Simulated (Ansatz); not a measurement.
# ClH₅N₂OTi: how energies converge with the basis set

The task here is to estimate one member of a computed series from the others.

Method: one geometry, several basis sets; program: Ansatz 0.2.0, Gaussian basis.

Plan: PBE0-D4/def2-SVP; ωB97M-V/def2-SVP; PBE0-D4/def2-QZVPP; ωB97M-V/def2-QZVPP; the functionals' def2-TZVPP values are taken from earlier runs.

### The geometry

An earlier PBE0-D4 in a triple-zeta def2 set relaxation fixed the geometry.

10 atoms, charge 0, spin multiplicity 1.

Atoms are counted from 1 here; the program's logs count them from 0.

Bond lengths: N1–Ti2 1.867 Å, N1–H6 1.011 Å, N1–H7 1.010 Å, Ti2–N3 1.872 Å, Ti2–O4 1.786 Å, Ti2–Cl5 2.234 Å, N3–H8 1.011 Å, N3–H9 1.009 Å, O4–H10 0.958 Å. Angles: Ti2–N1–H6 123.5°, Ti2–N1–H7 125.5°, H6–N1–H7 110.5°, N1–Ti2–N3 107.9°, N1–Ti2–O4 110.6°, N1–Ti2–Cl5 109.2°, N3–Ti2–O4 109.4°, N3–Ti2–Cl5 109.7°, O4–Ti2–Cl5 110.0°, Ti2–N3–H8 122.9°, Ti2–N3–H9 126.4°, H8–N3–H9 110.5°, Ti2–O4–H10 134.4°.

Set-up of the first run:

File in.yaml:

```yaml
crystal:
  periodic: [false, false, false]
  atoms:
    - {symbol: N, position_ang: [-1.521322, -0.099029, -0.665992]}
    - {symbol: Ti, position_ang: [0.158744, 0.342099, 0.018497]}
    - {symbol: N, position_ang: [0.656657, -0.998181, 1.226952]}
    - {symbol: O, position_ang: [1.366509, 0.438056, -1.293146]}
    - {symbol: Cl, position_ang: [0.026818, 2.303453, 1.079816]}
    - {symbol: H, position_ang: [-2.383758, 0.025036, -0.152387]}
    - {symbol: H, position_ang: [-1.713654, -0.365312, -1.621266]}
    - {symbol: H, position_ang: [1.615545, -1.159620, 1.503750]}
    - {symbol: H, position_ang: [0.048938, -1.693690, 1.633297]}
    - {symbol: H, position_ang: [1.828722, 1.156286, -1.726622]}
basis:
  gaussian: {orbitals: def2-SVP}
hamiltonian: {xc: pbe0, dispersion: d4}
output: {orbitals: {seedname: orbitals}}
```

Started as:

```console
ansatz run in.yaml --threads 4 --pin off --events-out ev --progress --plain --max-ram 10444MiB
```

Among the steps run: PBE0-D4 in def2-SVP; ωB97M-V in def2-SVP; PBE0-D4 in def2-QZVPP; ωB97M-V in def2-QZVPP.

One of the session's tables, all rows but one given; the rest of the session is left out.

It belongs to the step «Functionals by basis». 

```
functional       basis  HOMO (eV)
   PBE0-D4    def2-SVP      -7.05
   PBE0-D4  def2-TZVPP      -7.36
   PBE0-D4  def2-QZVPP      -7.40
   ωB97M-V    def2-SVP      -9.32
   ωB97M-V  def2-TZVPP      -9.65
   ωB97M-V  def2-QZVPP          ?
```

**Question.** Estimate the row for ωB97M-V, def2-QZVPP.

The run gave: HOMO (eV): -9.70. In the column «HOMO (eV)» it is the lowest.
